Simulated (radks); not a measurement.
**The first electron to leave Re³⁺**

Re³⁺ stands in [Xe] 4f14 5d(3/2: 4, 5/2: 0). From which sub-shell is an electron easiest to take? Each removal is a run of its own. The parent's configuration is the lowest that an earlier search found at this level.

Program: radks (a radial shooting solver on a logarithmic mesh, Libxc functionals) version 1. Level of theory: Dirac Kohn-Sham, BLYP, spin-unpolarised, spherical densities, finite nucleus. These are calculated values, not measurements, unless marked.

2 further runs of the same task are left out: 2 set aside as unsound or not needed.

**1. The system**

- element: rhenium (Z = 75)
- charge: +3
- electrons: 72
- configuration: [Xe] 4f14 5d(3/2: 4, 5/2: 0)
- nuclear rms radius: 5.3698 fm

A shell typed twice in an input gives the lower j, then the higher j.

**2. The parent, Re³⁺**

From an earlier run at this level the parent has E = -16714.092792 hartree and these outer levels (eV):

```
level  occupation  energy (eV)
4d5/2           6      -278.48
5s1/2           2      -114.14
5p1/2           2      -83.957
5p3/2           4      -72.809
4f5/2           6      -72.779
4f7/2           8      -70.265
5d3/2           4      -33.319
5d5/2           0      -32.230
```

**3. Remove 5d3/2: [Xe] 4f14 5d(3/2: 3, 5/2: 0)**

Input:

```text
Z 75
configuration [Xe] 4f14 5d3 5d0
relativity Dirac
functional b88,lyp
spin unpolarised
j_filling energy
nucleus finite rms 5.3698 fm
c 137.035999084
```

**4. Remove 4f7/2: [Xe] 4f(5/2: 6, 7/2: 7) 5d(3/2: 4, 5/2: 0)**

Changes since step 3:

```diff
@@ -1,3 +1,3 @@
 Z 75
-configuration [Xe] 4f14 5d3 5d0
+configuration [Xe] 4f6 4f7 5d4 5d0
 relativity Dirac
```

**5. Remove 4f5/2: [Xe] 4f(5/2: 5, 7/2: 8) 5d(3/2: 4, 5/2: 0)**

Changes since step 4:

```diff
@@ -1,3 +1,3 @@
 Z 75
-configuration [Xe] 4f6 4f7 5d4 5d0
+configuration [Xe] 4f5 4f8 5d4 5d0
 relativity Dirac
```

**6. Remove 5p3/2: [Kr] 4d10 4f14 5s2 5p(1/2: 2, 3/2: 3) 5d(3/2: 4, 5/2: 0)**

Changes since step 5:

```diff
@@ -1,3 +1,3 @@
 Z 75
-configuration [Xe] 4f5 4f8 5d4 5d0
+configuration [Kr] 4d10 4f14 5s2 5p2 5p3 5d4 5d0
 relativity Dirac
```

**7. Ion rearranged (move 5d3/2 to 6s1/2 after a removal): [Xe] 4f14 5d(3/2: 2, 5/2: 0) 6s1**

Input:

```text
Z 75
configuration [Xe] 4f14 5d2 5d0 6s1
relativity Dirac
functional b88,lyp
spin unpolarised
j_filling energy
nucleus finite rms 5.3698 fm
c 137.035999084
```

**8. Ion rearranged (move 5d3/2 to 6p1/2 after a removal): [Xe] 4f14 5d(3/2: 2, 5/2: 0) 6p(1/2: 1, 3/2: 0)**

Changes since step 7:

```diff
@@ -1,3 +1,3 @@
 Z 75
-configuration [Xe] 4f14 5d2 5d0 6s1
+configuration [Xe] 4f14 5d2 5d0 6p1 6p0
 relativity Dirac
```

What does the calculation give? Wanted: for each run, case; final configuration; Δ-SCF; −ε of the level emptied.

**Answer**, as computed:

```
                                                case                                       final configuration  Δ-SCF (eV)  −ε of the level emptied (eV)
                                        remove 5d3/2                              [Xe] 4f14 5d(3/2: 3, 5/2: 0)      39.689                        33.319
ion rearranged (move 5d3/2 to 6s1/2 after a removal)                          [Xe] 4f14 5d(3/2: 2, 5/2: 0) 6s1      46.871                             -
ion rearranged (move 5d3/2 to 6p1/2 after a removal)           [Xe] 4f14 5d(3/2: 2, 5/2: 0) 6p(1/2: 1, 3/2: 0)      54.784                             -
                                        remove 5p3/2  [Kr] 4d10 4f14 5s2 5p(1/2: 2, 3/2: 3) 5d(3/2: 4, 5/2: 0)      80.647                        72.809
                                        remove 4f7/2                [Xe] 4f(5/2: 6, 7/2: 7) 5d(3/2: 4, 5/2: 0)      82.636                        70.265
                                        remove 4f5/2                [Xe] 4f(5/2: 5, 7/2: 8) 5d(3/2: 4, 5/2: 0)      85.253                        72.779
```

Removal from 5d3/2 costs least (39.689 eV), ahead of 5p3/2 (80.647 eV). 5d3/2 is also the highest occupied level of the parent. NIST lists 39 eV (theoretical), between the same two configurations. Spin polarisation and multiplet splitting are left out, so open shells lie too high by an amount that depends on their filling.
